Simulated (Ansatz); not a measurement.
# SOF2 (thionyl fluoride): BLYP/aug-cc-pVDZ

What is the electronic atomisation energy of SOF2 (thionyl fluoride) at BLYP/aug-cc-pVDZ? 

Program for the calculation: Ansatz 0.2.0.

52 further runs of the same task are left out: 52 set aside as unsound or not needed.

### Step 1. The system as given

The species is SOF2 (4 atoms), meant as a singlet with charge 0. As SMILES, `O=S(F)F`. The coordinates come from a PBE0-D4/def2-TZVP relaxation.

Bond lengths: O1–S2 1.419 Å, S2–F3 1.588 Å, S2–F4 1.588 Å. Angles: O1–S2–F3 106.5°, O1–S2–F4 106.4°, F3–S2–F4 93.0°.

### Step 2. The energy at BLYP/aug-cc-pVDZ

File job.yaml:

```yaml
crystal:
  periodic: [false, false, false]
  atoms:
    - {symbol: O, position_ang: [0.932400, 0.066600, -1.017800]}
    - {symbol: S, position_ang: [-0.151300, -0.426200, -0.245700]}
    - {symbol: F, position_ang: [-1.124400, 0.804200, 0.000400]}
    - {symbol: F, position_ang: [0.343300, -0.444600, 1.263100]}
basis:
  gaussian:
    orbitals: aug-cc-pVDZ
accuracy: high
hamiltonian:
  xc: {name: BLYP}
output: {orbitals: {seedname: orbitals}}
```

Run with:

```bash
ansatz run job.yaml --threads 1 --pin off --max-ram 3480MiB --events-out events.jsonl --progress --plain --runs-dir runs
```

Standard output:

```text
Warning: RAYON_NUM_THREADS=1 ignored (pool sized by the plan → 1); use --threads N
Functional definition: BLYP
  name "BLYP"
  parameter beta = 0.0042
  parameter a = 0.04918
  parameter b = 0.132
  parameter c = 0.2533
  parameter d = 0.349
  exchange = b88_x(beta = beta)
  correlation = lyp_c(a = a, b = b, c = c, d = d)
1941 factors; integrals over basis functions are off by at most 3.2e-9 eV
mean field evaluation 1: about -18305.8735 eV, gradient 7.6e1 eV
mean field evaluation 2: about -18219.2795 eV, gradient 2.0e2 eV
mean field evaluation 4: about -18314.9984 eV, gradient 1.7e1 eV
mean field evaluation 8: about -18315.4905 eV, gradient 8.3e-1 eV
mean field evaluation 16: about -18315.4920 eV, gradient 2.7e-5 eV
mean field -18315.49201011 eV, -673.0819166852 hartree, gradient 2.1e-8 eV, S^2 0.000000; 0 other end points of the search recorded, 0 dependent functions left out
reference -18315.49205449 eV, -673.0819183159 hartree; 21, 21 occupied and 75, 75 virtual orbitals, 1941 factors
Total energy: -18315.49205449 eV, -673.0819183159 hartree
```

Run time: 5.1 s. Hardware: 1 thread of Intel Xeon Platinum 8488C (Sapphire Rapids), shared host; peak memory 0.25 GiB.

### Step 3. The F atom, same level

File in.yaml:

```yaml
crystal:
  periodic: [false, false, false]
  atoms:
    - {symbol: F, position_ang: [0.000000, 0.000000, 0.000000]}
basis:
  gaussian: {orbitals: aug-cc-pVDZ}
accuracy: high
hamiltonian: {xc: {name: BLYP}}
magnetization: {spin_polarized: true, initial_magnetization: 1}
```

Run the same way, it converges to -99.72978 Eh (log not shown).

### Step 4. The O atom, same level

File run.yaml:

```yaml
crystal:
  periodic: [false, false, false]
  atoms:
    - {symbol: O, position_ang: [0.000000, 0.000000, 0.000000]}
basis:
  gaussian:
    orbitals: aug-cc-pVDZ
magnetization:
  spin_polarized: true
  initial_magnetization: 2
hamiltonian:
  xc: {name: BLYP}
accuracy: high
```

Run with:

```bash
ansatz run run.yaml --threads 1 --pin off --max-ram 3480MiB --events-out events.jsonl --progress --plain --runs-dir runs
```

Standard output (excerpt; [...] marks lines left out):

```text
Warning: RAYON_NUM_THREADS=1 ignored (pool sized by the plan → 1); use --threads N
[... 9 set-up lines as earlier in the session ...]
200 factors; integrals over basis functions are off by at most 2.1e-9 eV
mean field evaluation 1: about -2042.3607 eV, gradient 8.4e0 eV
mean field evaluation 2: about -2042.2753 eV, gradient 9.5e0 eV
mean field evaluation 4: about -2042.6388 eV, gradient 1.1e-2 eV
mean field evaluation 8: about -2042.6388 eV, gradient 1.4e-4 eV
mean field evaluation 16: about -2042.6388 eV, gradient 6.7e-4 eV
mean field evaluation 32: about -2042.6377 eV, gradient 1.5e-1 eV
mean field -2042.63882633 eV, -75.0655923172 hartree, gradient 1.6e-8 eV, S^2 2.003190; 8 other end points of the search recorded, 0 dependent functions left out
reference -2042.63885811 eV, -75.0655934852 hartree; 5, 3 occupied and 18, 20 virtual orbitals, 200 factors
Total energy: -2042.63885811 eV, -75.0655934852 hartree
```

Wall time 0.87 s (1 thread of Intel Xeon Platinum 8488C (Sapphire Rapids), shared host).

### Step 5. The S atom at the same level

File molecule.yaml:

```yaml
basis:
  gaussian:
    orbitals: aug-cc-pVDZ
crystal:
  periodic: [false, false, false]
  atoms:
    - symbol: S
      position_ang: [0.000000, 0.000000, 0.000000]
magnetization:
  spin_polarized: true
  initial_magnetization: 2
hamiltonian:
  xc: {name: BLYP}
accuracy: high
```

Run with:

```bash
ansatz run molecule.yaml --threads 1 --pin off --max-ram 3480MiB --events-out events.jsonl --progress --plain --runs-dir runs
```

Standard output (excerpt; [...] marks lines left out):

```text
Warning: RAYON_NUM_THREADS=1 ignored (pool sized by the plan → 1); use --threads N
[... 9 set-up lines as earlier in the session ...]
230 factors; integrals over basis functions are off by at most 3.4e-9 eV
mean field evaluation 1: about -10833.0024 eV, gradient 4.2e0 eV
mean field evaluation 2: about -10833.0665 eV, gradient 3.3e0 eV
mean field evaluation 4: about -10833.1394 eV, gradient 2.2e-1 eV
mean field evaluation 8: about -10833.1396 eV, gradient 8.9e-4 eV
mean field evaluation 16: about -10833.1396 eV, gradient 1.1e-1 eV
mean field -10833.13964089 eV, -398.1105388369 hartree, gradient 9.8e-8 eV, S^2 2.002582; 1 other end points of the search recorded, 0 dependent functions left out
reference -10833.13967245 eV, -398.1105399968 hartree; 9, 7 occupied and 18, 20 virtual orbitals, 230 factors
Total energy: -10833.13967245 eV, -398.1105399968 hartree
```

Run time: 0.87 s. Hardware: 1 thread of Intel Xeon Platinum 8488C (Sapphire Rapids), shared host; peak memory 0.1 GiB.

### Step 6. What came out

Level: BLYP/aug-cc-pVDZ.

```
                     quantity          value
       molecule: total energy  -673.08192 Eh
        molecule: HOMO energy       -8.11 eV
        molecule: LUMO energy       -2.24 eV
      molecule: HOMO–LUMO gap        5.87 eV
         F atom: total energy   -99.72978 Eh
                 F atom: ⟨S²⟩          0.751
         O atom: total energy   -75.06559 Eh
                 O atom: ⟨S²⟩          2.003
         S atom: total energy  -398.11054 Eh
                 S atom: ⟨S²⟩          2.003
electronic atomisation energy      12.143 eV
```

Taking the molecule apart into free atoms costs 12.14 eV (280 kcal/mol), before zero-point energy and without spin-orbit coupling.
